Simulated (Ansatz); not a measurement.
This script makes an all-electron equation of state of BP, space group F-43m with Ansatz's Python interface.

Script `eos_lapw_bp.py`:
```python
"""All-electron equation of state of BP."""

import warnings

import ansatz as az
from ase.eos import EquationOfState
from ase.units import GPa
import numpy as np

config = {
    "xc": "PBE",
    "filling": "cold",
    "width_ev": 0.01,
    "kmesh": (8, 8, 8),
}

VECTORS = np.array([
    [0.0, 2.269, 2.269],
    [2.269, 0.0, 2.269],
    [2.269, 2.269, 0.0],
])
SITES = [
    ("B", [0.0, 0.0, 0.0]),
    ("P", [0.25, 0.25, 0.25]),
]


def make_crystal(cell):
    crystal = az.Crystal(lattice=az.Lattice.of(cell))
    for symbol, position in SITES:
        crystal = crystal.atom(symbol, position)
    return crystal

warnings.simplefilter("ignore", az.DeckWarning)

volumes, energies = [], []
for scale in np.linspace(0.94, 1.06, 7):
    cell = VECTORS * scale ** (1 / 3)
    calc = (
        make_crystal(cell).calculation()
        .functional(config["xc"])
        .occupations(config["filling"], width=config["width_ev"])
        .kpoints(*config["kmesh"])
        .pseudopotentials("all_electron", lapw=True, basis_error=0.0005)
    )
    r = calc.run().report
    volumes.append(abs(np.linalg.det(cell)) / len(SITES))
    energies.append(r["free_energy_ev"] / len(SITES))
    print(f"{scale:.3f} {volumes[-1]:9.4f} A^3/atom {energies[-1]:16.5f} eV/atom  (estimated basis error {1000 * r['lapw_basis_errors']['total_ev_per_atom']:.2f} meV/atom)")
v0, e0, bulk = EquationOfState(volumes, energies, eos="birchmurnaghan").fit()
print(f"V0 = {v0:.4f} A^3/atom, B0 = {bulk / GPa:.1f} GPa")
```

From its runs, with one value withheld:

| V (Å³/atom) | F less the lowest row shown (meV/atom) |
| --- | --- |
| 10.981 | 28.85 |
| 11.214 | 13.54 |
| 11.448 | 4.11 |
| 11.682 | 0.00 |
| 11.915 | 0.75 |
| 12.149 | ? |
| 12.383 | 15.06 |

What is the missing energy at 12.149 Å³ an atom?

A third-order Birch-Murnaghan fit, E = E0 + (9 V0 B0 / 16) [(t - 1)³ B' + (t - 1)² (6 - 4t)] with t = (V0/V)^(2/3), through the 6 rows shown gives V0 = 11.760 Å³, B0 = 161.9 GPa, B' = 3.80 and E0 = -0.27 meV. At V = 12.149 Å³, t = 0.97855, and the fit interpolates to 5.90 meV. The run gave 5.90 meV, a miss of 0.00 meV.

The structure is a deposited one; some such entries were measured under pressure or heat, so a shift against it needn't be the functional's error alone. Finished in 41 s on 1 thread of Arm Neoverse N1 (shared host), peak memory 0.31 GiB.
